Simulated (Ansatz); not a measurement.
# C₃H₈SSi: a ladder of functionals and wavefunction methods

An exercise on one series of results from a longer session: the logs are not shown, and one member is left open.

Program: Ansatz 0.2.0, Gaussian basis. Level of theory: functionals in def2-TZVPP, the program's frozen cores in correlated methods. These are calculated values, not measurements.

The runs, in order: PBE-D4, r2SCAN-D4, PBE0-D4, B3LYP-D4, ωB97X-V, ωB97M-V, B2PLYP; CCSD(T)/def2-TZVPP; MP2/def2-QZVPP; extrapolation to the limit.

### The relaxed structure

All runs share one geometry, relaxed beforehand with PBE0-D4 in a triple-zeta def2 set.

SMILES `C=C[SiH](C)S`, 13 atoms, charge 0, spin multiplicity 1.

Atoms are counted from 1 here; the program's logs count them from 0.

Bond lengths: C1–C2 1.331 Å, C1–H6 1.087 Å, C1–H7 1.087 Å, C2–Si3 1.856 Å, C2–H8 1.089 Å, Si3–C4 1.864 Å, Si3–S5 2.147 Å, Si3–H9 1.489 Å, C4–H10 1.092 Å, C4–H11 1.093 Å, C4–H12 1.092 Å, S5–H13 1.343 Å. Angles: C2–C1–H6 122.4°, C2–C1–H7 121.5°, H6–C1–H7 116.1°, C1–C2–Si3 122.4°, C1–C2–H8 118.5°, Si3–C2–H8 119.1°, C2–Si3–C4 112.8°, C2–Si3–S5 110.5°, C2–Si3–H9 106.9°, C4–Si3–S5 105.1°, C4–Si3–H9 111.1°, S5–Si3–H9 110.4°, Si3–C4–H10 110.8°, Si3–C4–H11 110.2°, Si3–C4–H12 110.9°, H10–C4–H11 108.3°, H10–C4–H12 108.2°, H11–C4–H12 108.3° and more.

The first run:

Contents of in.yaml:

```yaml
crystal:
  periodic: [false, false, false]
  atoms:
    - {symbol: C, position_ang: [-1.448510, 1.681903, 0.560019]}
    - {symbol: C, position_ang: [-0.513930, 0.777103, 0.840526]}
    - {symbol: Si, position_ang: [0.391469, -0.160911, -0.480860]}
    - {symbol: C, position_ang: [0.243773, -2.008804, -0.284898]}
    - {symbol: S, position_ang: [2.497776, 0.245365, -0.383976]}
    - {symbol: H, position_ang: [-1.976068, 2.233102, 1.333719]}
    - {symbol: H, position_ang: [-1.728069, 1.911324, -0.464992]}
    - {symbol: H, position_ang: [-0.266381, 0.591804, 1.884948]}
    - {symbol: H, position_ang: [-0.164716, 0.286552, -1.787761]}
    - {symbol: H, position_ang: [0.629275, -2.328450, 0.685990]}
    - {symbol: H, position_ang: [-0.803461, -2.312173, -0.354433]}
    - {symbol: H, position_ang: [0.804815, -2.529605, -1.063979]}
    - {symbol: H, position_ang: [2.354428, 1.578088, -0.469404]}
basis:
  gaussian: {orbitals: def2-TZVPP}
hamiltonian: {xc: pbe, dispersion: d4}
output: {forces: true, orbitals: {seedname: orbitals}}
```

Started as:

```bash
> ansatz run in.yaml --threads 4 --pin off --events-out ev --progress --plain --max-ram 10444MiB
```

Among the steps run: PBE-D4 (GGA); r2SCAN-D4 (meta-GGA); PBE0-D4 (hybrid); B3LYP-D4 (hybrid); ωB97X-V (range-separated); ωB97M-V (range-separated); B2PLYP (double hybrid); CCSD(T) in def2-TZVPP; MP2 in def2-QZVPP.

One table of the session follows, with a row left open; its other results are not shown here.

```
            method  atomisation energy (eV)
            PBE-D4                        ?
         r2SCAN-D4                   50.602
           PBE0-D4                   50.606
          B3LYP-D4                   50.443
           ωB97X-V                   50.593
           ωB97M-V                   50.649
            B2PLYP                   49.864
     HF/def2-TZVPP                   37.913
    MP2/def2-TZVPP                   49.675
   CCSD/def2-TZVPP                   48.559
CCSD(T)/def2-TZVPP                   49.231
           MP2/CBS                   50.902
       CCSD(T)/CBS                   50.459
```

Estimate the missing values for PBE-D4.

As computed: atomisation energy (eV): 51.153. In the column «atomisation energy (eV)» it is the highest.

Limits of these values: Free atoms (3 C, 1 Si, 1 S, 8 H) were run apart at each level; the atomisation energy is their sum less the molecule, without zero-point or spin-orbit terms.
